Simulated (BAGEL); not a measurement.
**CH5BClNO (SMILES NB(Cl)CO): HF/STO-3G (density fitting with cc-pvqz-jkfit)**

What is the vertical ionisation energy of CH5BClNO at HF/STO-3G (density fitting with cc-pvqz-jkfit)? 

The calculation is run with BAGEL 1.2.2.

4 further runs of the same task are left out: 3 that didn't finish, 1 set aside as unsound or not needed.

### Step 1. The system as given

The species is CH5BClNO (10 atoms), meant as a singlet with charge 0. SMILES: `NB(Cl)CO`. The shape is that of a PBE0-D4/def2-TZVP optimisation. This is a higher conformer, about 10 kJ/mol above the lowest found by a separate search.

Bond lengths: N1–B2 1.386 Å, B2–Cl3 1.784 Å, B2–C4 1.577 Å, C4–O5 1.413 Å, N1–H6 1.005 Å, N1–H7 1.006 Å, C4–H8 1.096 Å, C4–H9 1.105 Å, O5–H10 0.962 Å. Some angles: N1–B2–Cl3 118.3°, N1–B2–C4 123.5°, Cl3–B2–C4 118.2°, B2–C4–O5 116.0°, B2–N1–H6 123.2°, B2–N1–H7 122.4°, B2–C4–H8 109.8°, B2–C4–H9 107.4°, O5–C4–H8 107.3°, O5–C4–H9 110.4°.

### Step 2. The energy at HF/STO-3G (density fitting with cc-pvqz-jkfit)

The input, hf.json:

```json
{ "bagel" : [

{
  "title" : "molecule",
  "basis" : "sto-3g",
  "df_basis" : "cc-pvqz-jkfit",
  "angstrom" : true,
  "geometry" : [
    { "atom" : "N", "xyz" : [   -1.481300,    0.770100,    0.263800 ] },
    { "atom" : "B", "xyz" : [   -0.131200,    0.458300,    0.272600 ] },
    { "atom" : "Cl", "xyz" : [    0.978400,    1.531400,    1.166200 ] },
    { "atom" : "C", "xyz" : [    0.484800,   -0.764800,   -0.509200 ] },
    { "atom" : "O", "xyz" : [    1.724500,   -1.243900,   -0.030200 ] },
    { "atom" : "H", "xyz" : [   -1.860400,    1.585400,    0.713900 ] },
    { "atom" : "H", "xyz" : [   -2.164100,    0.196600,   -0.201200 ] },
    { "atom" : "H", "xyz" : [   -0.217400,   -1.606600,   -0.495200 ] },
    { "atom" : "H", "xyz" : [    0.570000,   -0.469000,   -1.570200 ] },
    { "atom" : "H", "xyz" : [    2.179800,   -0.508700,    0.392200 ] }
  ]
},
{
  "title" : "hf"
},
{
  "title" : "print",
  "file" : "orbitals.molden",
  "orbitals" : true
}

]}
```

The run is started by

```console
$ BAGEL_NUM_THREADS=1 BAGEL hf.json > hf.out
```

Standard output:

```text
* using 1 threads per process

  ===============================================================
  ===============================================================

  *** Geometry ***

  { "atom" : "N", "xyz" : [     -2.799251,      1.455278,      0.498510 ] },
  { "atom" : "B", "xyz" : [     -0.247932,      0.866061,      0.515139 ] },
  { "atom" : "Cl", "xyz" : [      1.848908,      2.893927,      2.203799 ] },
  { "atom" : "C", "xyz" : [      0.916139,     -1.445263,     -0.962249 ] },
  { "atom" : "O", "xyz" : [      3.258833,     -2.350630,     -0.057070 ] },
  { "atom" : "H", "xyz" : [     -3.515646,      2.995972,      1.349075 ] },
  { "atom" : "H", "xyz" : [     -4.089556,      0.371520,     -0.380213 ] },
  { "atom" : "H", "xyz" : [     -0.410826,     -3.036034,     -0.935792 ] },
  { "atom" : "H", "xyz" : [      1.077144,     -0.886282,     -2.967248 ] },
  { "atom" : "H", "xyz" : [      4.119225,     -0.961304,      0.741151 ] },

  Number of auxiliary basis functions:      827

  Since a DF basis is specified, we compute 2- and 3-index integrals:
    o Being stored without compression. Storage requirement is 0.008 GB

  Number of basis functions:       34
  Number of electrons      :       48

    * METHOD: MOLECULE                             0.78

  *** RHF ***

  === Nuclear Repulsion ===
   209.0563850770

      * DIIS with orbital gradients will be used.

  === RHF iteration (sto-3g) ===
      0       -646.84476376          0.01490584           0.09
      1       -646.93096884          0.00413511           0.09
      2       -646.93726453          0.00091118           0.06
      3       -646.93775489          0.00016285           0.05
      4       -646.93776789          0.00003410           0.05
      5       -646.93776875          0.00000768           0.07
      6       -646.93776879          0.00000167           0.06
      7       -646.93776879          0.00000043           0.06
      8       -646.93776879          0.00000009           0.06
      9       -646.93776879          0.00000003           0.06
     10       -646.93776879          0.00000001           0.05
    * SCF iteration converged.

    * Permanent dipole moment:
           (    1.354823,    -0.215714,     0.354296) a.u.

    * METHOD: HF                                   0.93

    * METHOD: PRINT                                0.00

  ===============================================================
```

Run time: 2 s. Hardware: 1 thread of Intel Xeon Platinum 8488C (Sapphire Rapids), shared host; peak memory 0.091 GiB.

### Step 3. The doublet cation

The input, input.json:

```json
{ "bagel" : [

{
  "title" : "molecule",
  "basis" : "sto-3g",
  "df_basis" : "cc-pvqz-jkfit",
  "angstrom" : true,
  "geometry" : [
    { "atom" : "N", "xyz" : [      -1.481300,       0.770100,       0.263800 ] },
    { "atom" : "B", "xyz" : [      -0.131200,       0.458300,       0.272600 ] },
    { "atom" : "Cl", "xyz" : [       0.978400,       1.531400,       1.166200 ] },
    { "atom" : "C", "xyz" : [       0.484800,      -0.764800,      -0.509200 ] },
    { "atom" : "O", "xyz" : [       1.724500,      -1.243900,      -0.030200 ] },
    { "atom" : "H", "xyz" : [      -1.860400,       1.585400,       0.713900 ] },
    { "atom" : "H", "xyz" : [      -2.164100,       0.196600,      -0.201200 ] },
    { "atom" : "H", "xyz" : [      -0.217400,      -1.606600,      -0.495200 ] },
    { "atom" : "H", "xyz" : [       0.570000,      -0.469000,      -1.570200 ] },
    { "atom" : "H", "xyz" : [       2.179800,      -0.508700,       0.392200 ] }
  ]
},

{
  "title" : "uhf",
  "charge" : 1,
  "nopen" : 1
},

{
  "title" : "print",
  "file" : "orbitals.molden",
  "orbitals" : true
}

]}
```

The run is started by

```console
$ BAGEL_NUM_THREADS=1 BAGEL input.json > input.out
```

Standard output:

```text
* using 1 threads per process

  ===============================================================
  ===============================================================

  *** Geometry ***

  { "atom" : "N", "xyz" : [     -2.799251,      1.455278,      0.498510 ] },
  { "atom" : "B", "xyz" : [     -0.247932,      0.866061,      0.515139 ] },
  { "atom" : "Cl", "xyz" : [      1.848908,      2.893927,      2.203799 ] },
  { "atom" : "C", "xyz" : [      0.916139,     -1.445263,     -0.962249 ] },
  { "atom" : "O", "xyz" : [      3.258833,     -2.350630,     -0.057070 ] },
  { "atom" : "H", "xyz" : [     -3.515646,      2.995972,      1.349075 ] },
  { "atom" : "H", "xyz" : [     -4.089556,      0.371520,     -0.380213 ] },
  { "atom" : "H", "xyz" : [     -0.410826,     -3.036034,     -0.935792 ] },
  { "atom" : "H", "xyz" : [      1.077144,     -0.886282,     -2.967248 ] },
  { "atom" : "H", "xyz" : [      4.119225,     -0.961304,      0.741151 ] },

  Number of auxiliary basis functions:      827

  Since a DF basis is specified, we compute 2- and 3-index integrals:
    o Being stored without compression. Storage requirement is 0.008 GB

  Number of basis functions:       34
  Number of electrons      :       48

    * METHOD: MOLECULE                             0.78

  *** Open-shell HF ***

  === Nuclear Repulsion ===
   209.0563850770

      * DIIS with orbital gradients will be used.

  === UHF iteration (sto-3g) ===
      0       -646.51583122          0.03108023           0.11
      1       -646.63752994          0.01626212           0.13
      2       -646.66807892          0.00650547           0.11
      3       -646.67948965          0.00470990           0.10
      4       -646.68891169          0.00157277           0.11
      5       -646.68941105          0.00116403           0.10
      6       -646.68983691          0.00054426           0.10
      7       -646.69001385          0.00046880           0.10
      8       -646.69028781          0.00026734           0.10
      9       -646.69039468          0.00007765           0.11
     10       -646.69040479          0.00001904           0.11
     11       -646.69040732          0.00000948           0.12
     12       -646.69040878          0.00000538           0.10
     13       -646.69040960          0.00000267           0.13
     14       -646.69041003          0.00000093           0.12
     15       -646.69041015          0.00000050           0.10
     16       -646.69041019          0.00000039           0.10
     17       -646.69041023          0.00000028           0.11
     18       -646.69041025          0.00000015           0.12
     19       -646.69041025          0.00000010           0.11
     20       -646.69041025          0.00000007           0.11
     21       -646.69041025          0.00000004           0.13
     22       -646.69041025          0.00000002           0.12
     23       -646.69041025          0.00000001           0.11
     24       -646.69041025          0.00000000           0.11
    * SCF iteration converged.

    * S^2 (UHF) is 0.7574

    * Permanent dipole moment:
           (   -0.055080,     1.903225,     1.265660) a.u.

    * METHOD: UHF                                  3.01

    * METHOD: PRINT                                0.00

  ===============================================================
```

Run time: 4.2 s. Hardware: 1 thread of Intel Xeon Platinum 8488C (Sapphire Rapids), shared host; peak memory 0.093 GiB.

### Step 4. Outcome

At HF/STO-3G (density fitting with cc-pvqz-jkfit):

| quantity | value |
| --- | --- |
| singlet CH5BClNO: total energy | -646.93777 Eh |
| singlet CH5BClNO: dipole moment | 3.60 D |
| singlet CH5BClNO: HOMO energy | -9.24 eV |
| singlet CH5BClNO: LUMO energy | 7.91 eV |
| singlet CH5BClNO: HOMO–LUMO gap | 17.15 eV |
| doublet cation: total energy | -646.69041 Eh |
| doublet cation: ⟨S²⟩ | 0.757 |
| vertical ionisation energy (to the doublet cation) | 6.731 eV |

In words: Removing an electron at fixed nuclei costs 6.73 eV (155 kcal/mol). The negative HOMO energy of the first species, 9.24 eV, lies 2.50 eV above that difference. In a minimal basis such a difference can be off by several eV, whatever the method.
